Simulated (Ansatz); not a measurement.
# CH5NbO4: the cost of one run

Program: Ansatz 0.2.0, Gaussian basis. Level of theory: the settings change from run to run. These are calculated values, not measurements.

**1. The geometry**

The structure was relaxed beforehand with PBE0-D4 in a triple-zeta def2 set. Nb takes a core potential in def2 sets; no spin-orbit term is included.

SMILES `C[O][Nb](=[O])([OH])[OH]`, 11 atoms, charge 0, spin multiplicity 1.

Atoms are counted from 1 here; the program's logs count them from 0.

Bond lengths: C1–O2 1.401 Å, C1–H7 1.095 Å, C1–H8 1.094 Å, C1–H9 1.094 Å, O2–Nb3 1.879 Å, Nb3–O4 1.699 Å, Nb3–O5 1.905 Å, Nb3–O6 1.910 Å, O5–H10 0.958 Å, O6–H11 0.958 Å. Angles: O2–C1–H7 111.2°, O2–C1–H8 109.6°, O2–C1–H9 109.5°, H7–C1–H8 108.9°, H7–C1–H9 109.0°, H8–C1–H9 108.6°, C1–O2–Nb3 141.6°, O2–Nb3–O4 108.5°, O2–Nb3–O5 108.6°, O2–Nb3–O6 110.9°, O4–Nb3–O5 110.1°, O4–Nb3–O6 107.4°, O5–Nb3–O6 111.2°, Nb3–O5–H10 128.9°, Nb3–O6–H11 129.5°.

**2. PBE0-DH/def2-mTZVPP**

Contents of in.yaml:

```yaml
crystal:
  periodic: [false, false, false]
  atoms:
    - {symbol: C, position_ang: [-0.436183, -0.941996, 1.818377]}
    - {symbol: O, position_ang: [-0.570193, -0.188603, 0.644842]}
    - {symbol: Nb, position_ang: [0.386436, 0.340712, -0.883507]}
    - {symbol: O, position_ang: [1.964295, -0.279799, -0.774528]}
    - {symbol: O, position_ang: [0.434308, 2.244111, -0.943024]}
    - {symbol: O, position_ang: [-0.402320, -0.380373, -2.466482]}
    - {symbol: H, position_ang: [0.573760, -1.353704, 1.910710]}
    - {symbol: H, position_ang: [-1.155557, -1.765772, 1.810173]}
    - {symbol: H, position_ang: [-0.642370, -0.307686, 2.685137]}
    - {symbol: H, position_ang: [1.194621, 2.826479, -0.957970]}
    - {symbol: H, position_ang: [-1.281596, -0.250569, -2.823229]}
basis:
  gaussian: {orbitals: def2-mTZVPP}
hamiltonian: {xc: {name: PBE0-DH}}
output: {forces: true}
```

The run is started by

```bash
> ansatz run in.yaml --threads 4 --pin off --events-out ev --progress --plain --max-ram 11315MiB
```

Q: Estimate wall time and peak memory on 4 threads of Arm Neoverse V2, shared host.

About 12 s, with a peak of 0.64 GiB.
